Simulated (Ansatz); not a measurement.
# CH₆GaNS: a ladder of functionals and wavefunction methods

How much do the methods differ for CH₆GaNS? The plan is to run it at one geometry with functionals of several rungs and with coupled cluster. The yardstick is the atomisation energy at the CCSD(T) limit.

Method: functionals in def2-TZVPP, the program's frozen cores in correlated methods; program: Ansatz 0.2.0, Gaussian basis.

Levels to be run: PBE-D4, r2SCAN-D4, PBE0-D4, B3LYP-D4, ωB97X-V, ωB97M-V, B2PLYP; CCSD(T)/def2-TZVPP; MP2/def2-QZVPP; extrapolation to the limit.

**1. The geometry**

All runs share one geometry, relaxed beforehand with PBE0-D4 in a triple-zeta def2 set.

SMILES `C[NH][GaH][SH]`, 10 atoms, charge 0, spin multiplicity 1.

Atoms are counted from 1 here; the program's logs count them from 0.

Bond lengths: C1–N2 1.444 Å, C1–H5 1.097 Å, C1–H6 1.097 Å, C1–H7 1.093 Å, N2–Ga3 1.811 Å, N2–H8 1.007 Å, Ga3–S4 2.206 Å, Ga3–H9 1.554 Å, S4–H10 1.343 Å. Angles: N2–C1–H5 112.4°, N2–C1–H6 112.3°, N2–C1–H7 109.9°, H5–C1–H6 107.8°, H5–C1–H7 107.1°, H6–C1–H7 107.1°, C1–N2–Ga3 126.6°, C1–N2–H8 113.5°, Ga3–N2–H8 120.0°, N2–Ga3–S4 118.0°, N2–Ga3–H9 121.1°, S4–Ga3–H9 120.8°, Ga3–S4–H10 94.6°.

**2. PBE-D4 (GGA)**

The input, in.yaml:

```yaml
crystal:
  periodic: [false, false, false]
  atoms:
    - {symbol: C, position_ang: [-0.649595, 1.282189, 0.785315]}
    - {symbol: N, position_ang: [0.084845, 0.431452, -0.121749]}
    - {symbol: Ga, position_ang: [0.140903, -1.378683, -0.097236]}
    - {symbol: S, position_ang: [1.359928, -2.398579, -1.626565]}
    - {symbol: H, position_ang: [-1.398341, 1.895136, 0.268618]}
    - {symbol: H, position_ang: [0.006971, 1.958495, 1.346343]}
    - {symbol: H, position_ang: [-1.183821, 0.672369, 1.517878]}
    - {symbol: H, position_ang: [0.600676, 0.941245, -0.820596]}
    - {symbol: H, position_ang: [-0.645049, -2.192200, 0.967712]}
    - {symbol: H, position_ang: [1.766484, -1.262423, -2.216716]}
basis:
  gaussian: {orbitals: def2-TZVPP}
hamiltonian: {xc: pbe, dispersion: d4}
output: {forces: true, orbitals: {seedname: orbitals}}
```

Launch:

```console
> ansatz run in.yaml --threads 4 --pin off --events-out ev --progress --plain --max-ram 10444MiB
```

Further steps of the session: r2SCAN-D4 (meta-GGA); PBE0-D4 (hybrid); B3LYP-D4 (hybrid); ωB97X-V (range-separated); ωB97M-V (range-separated); B2PLYP (double hybrid); CCSD(T) in def2-TZVPP; MP2 in def2-QZVPP.

Q: Predict the results of all the runs planned. Wanted: atomisation energy, CCSD(T)/CBS; farthest; mean size of error, hybrid; mean size of error, range-separated; gap, smallest and largest; T1 diagnostic; triples share of the correlation energy.

**Answer**, as computed:

| quantity | value |
| --- | --- |
| atomisation energy, CCSD(T)/CBS | 774.7 kcal/mol |
| functionals within 7.7 kcal/mol (1.0 %) | r2SCAN-D4, PBE0-D4, B3LYP-D4, ωB97X-V, ωB97M-V |
| farthest | B2PLYP (-12.3 kcal/mol) |
| mean size of error, hybrid | 4.0 kcal/mol |
| mean size of error, range-separated | 1.6 kcal/mol |
| gap, smallest and largest | 4.24 eV (PBE-D4), 10.51 eV (ωB97X-V) |
| T1 diagnostic | 0.0133 |
| triples share of the correlation energy | 4.0 % |

PBE-D4 is off by +8.2 kcal/mol. Double hybrids carry the basis error of their MP2 part in triple zeta, and no dispersion term here, so their miss is partly the set-up's. The reference freezes the cores and leaves out relativity and excitations past (T), and its outer-core shells are covered unevenly, so misses under about 7.7 kcal/mol can't be ranked. Hartree-Fock recovers 70 % of the binding; the rest is correlation. Orbital gaps span 4.2 to 10.5 eV; exact exchange widens them. Correlated methods include outer-core shells of Ga, which these sets cover unevenly.
